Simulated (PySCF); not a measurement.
# C6H4BrF (3-bromo-1-fluorobenzene): the cost of one run

Programs: PySCF 2.14.0, with routines of our own; each step states its level. All values are computed. Atoms count from 0.

## Step 1: The starting structure

12 atoms, charge 0, multiplicity 1; geometry from: GFN2-xTB.

## Step 2: Relaxing the molecule at PBE0-D3(BJ)/def2-SVP

What the job is given:

```
{"job": {"xc": "PBE0", "basis": "def2-SVP", "d3": "d3bj", "grid": 1, "maxiter": 30, "shake": 0.01, "kind": "geom"}, "charge": 0, "multiplicity": 1}
F     -2.084420    -1.748220     0.081160
C     -1.050680    -0.900340     0.035810
C      0.210080    -1.435200     0.006710
C      1.345210    -0.567660    -0.028940
C      1.119150     0.794590    -0.053790
C     -0.172230     1.309620    -0.021980
Br    -0.427520     3.185000    -0.044000
C     -1.255280     0.474520     0.017520
H      0.359110    -2.497430     0.048280
H      2.311730    -0.970550    -0.032950
H      1.955870     1.470770    -0.066370
H     -2.271340     0.856630     0.049530
```

Run with:

```sh
$ OMP_NUM_THREADS=1 python heavy_run.py task.json out
```

This one command runs all jobs of the session in turn.

Q: Estimate the wall time and peak memory of this first job on 1 thread of Arm Neoverse V1, shared host.

About 86 s, with a peak of 0.59 GiB.
